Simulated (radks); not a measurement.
# Polarisabilities and dispersion coefficients of Cl, Cd⁺, Mg²⁺ and others

Aim: static dipole polarisabilities and C6 coefficients, each species in its NIST ground configuration. After each ground state the linear response is solved; its values go to the run's result record, not to the log. Response by self-consistent Sternheimer equations with the Hartree and adiabatic LDA kernel.

Method: non-relativistic Kohn-Sham, PBE, spin-polarised, spherical densities, point nucleus; open shells are filled with parallel spins first. Code: radks (a radial shooting solver on a logarithmic mesh, Libxc functionals) version 1.

**1. The system**

```
species : Cl ([Ne] 3s2 3p5), Cd⁺ ([Kr] 4d10 5s1), Mg²⁺ ([Ne]), Ga⁺ ([Ar] 3d10 4s2), Br ([Ar] 3d10 4s2 4p5), Se⁺ ([Ar] 3d10 4s2 4p3), Nb³⁺ ([Kr] 4d2), Nb ([Kr] 4d4 5s1), I ([Kr] 4d10 5s2 5p5)
```

**2. Cl, [Ne] 3s2 3p5**

Settings of this run:

```text
Z 17
configuration [Ne] 3s2 3p5
relativity non-relativistic
functional pbe,pbe
spin polarised
nucleus point
response adiabatic LDA kernel
```

**3. Cd⁺, [Kr] 4d10 5s1**

Settings of this run:

```text
Z 48
configuration [Kr] 4d10 5s1
relativity non-relativistic
functional pbe,pbe
spin polarised
nucleus point
response adiabatic LDA kernel
```

**4. Mg²⁺, [Ne]**

Settings of this run:

```text
Z 12
configuration [Ne]
relativity non-relativistic
functional pbe,pbe
spin polarised
nucleus point
response adiabatic LDA kernel
```

**5. Ga⁺, [Ar] 3d10 4s2**

Changes since step 4:

```diff
@@ -1,3 +1,3 @@
-Z 12
-configuration [Ne]
+Z 31
+configuration [Ar] 3d10 4s2
 relativity non-relativistic
```

**6. Br, [Ar] 3d10 4s2 4p5**

Settings of this run:

```text
Z 35
configuration [Ar] 3d10 4s2 4p5
relativity non-relativistic
functional pbe,pbe
spin polarised
nucleus point
response adiabatic LDA kernel
```

**7. Se⁺, [Ar] 3d10 4s2 4p3**

Settings of this run:

```text
Z 34
configuration [Ar] 3d10 4s2 4p3
relativity non-relativistic
functional pbe,pbe
spin polarised
nucleus point
response adiabatic LDA kernel
```

**8. Nb³⁺, [Kr] 4d2**

Settings of this run:

```text
Z 41
configuration [Kr] 4d2
relativity non-relativistic
functional pbe,pbe
spin polarised
nucleus point
response adiabatic LDA kernel
```

**9. Nb, [Kr] 4d4 5s1**

Changes since step 8:

```diff
@@ -1,3 +1,3 @@
 Z 41
-configuration [Kr] 4d2
+configuration [Kr] 4d4 5s1
 relativity non-relativistic
```

**10. I, [Kr] 4d10 5s2 5p5**

Settings of this run:

```text
Z 53
configuration [Kr] 4d10 5s2 5p5
relativity non-relativistic
functional pbe,pbe
spin polarised
nucleus point
response adiabatic LDA kernel
```

Before running it: what results should come out? Wanted: for each run, species; −ε(HOMO); α; α uncoupled; C6; C8; recommended α.

The runs gave:

```
species  −ε(HOMO) (eV)  α (bohr³)  α uncoupled (bohr³)  C6 (hartree bohr⁶)  C8 (hartree bohr⁸)  recommended α (bohr³)
     Cl          8.134      15.80                23.64               99.93                   -                   14.6
    Cd⁺         12.765      25.64                39.41               149.8                4678                      -
   Mg²⁺         66.718     0.5145               0.5828              0.6232               3.760                      -
    Ga⁺         16.039      18.21                32.32               92.94                2568                      -
     Br          7.491      22.36                33.92               180.9                   -                     21
    Se⁺         16.416      14.45                22.44               89.42                   -                      -
   Nb³⁺         31.741      5.852                8.335               25.45                   -                      -
     Nb          3.921      96.83                163.4                1083                   -                     98
      I          6.813      34.54                56.52               377.1                   -                   32.9
```

Uncoupled leaves out the potential induced by the response; C6 and C8 are for like pairs. Nb is the most polarisable and Mg²⁺ the least, a factor 188 apart. For the pair Nb–Mg²⁺ the Casimir-Polder integral gives C6 = 13.74, the rule 2·Ca·Cb/(Ca·αb/αa + Cb·αa/αb) on the like-pair values 10.97. Against the recommended values (Schwerdtfeger and Nagle, 2023 table) the misses are Cl +8 %, Br +6 %, Nb -1 %, I +5 %. C8 is given only where no p, d or f shell is open. For heavy and open-shell atoms this level can miss by tens of per cent.
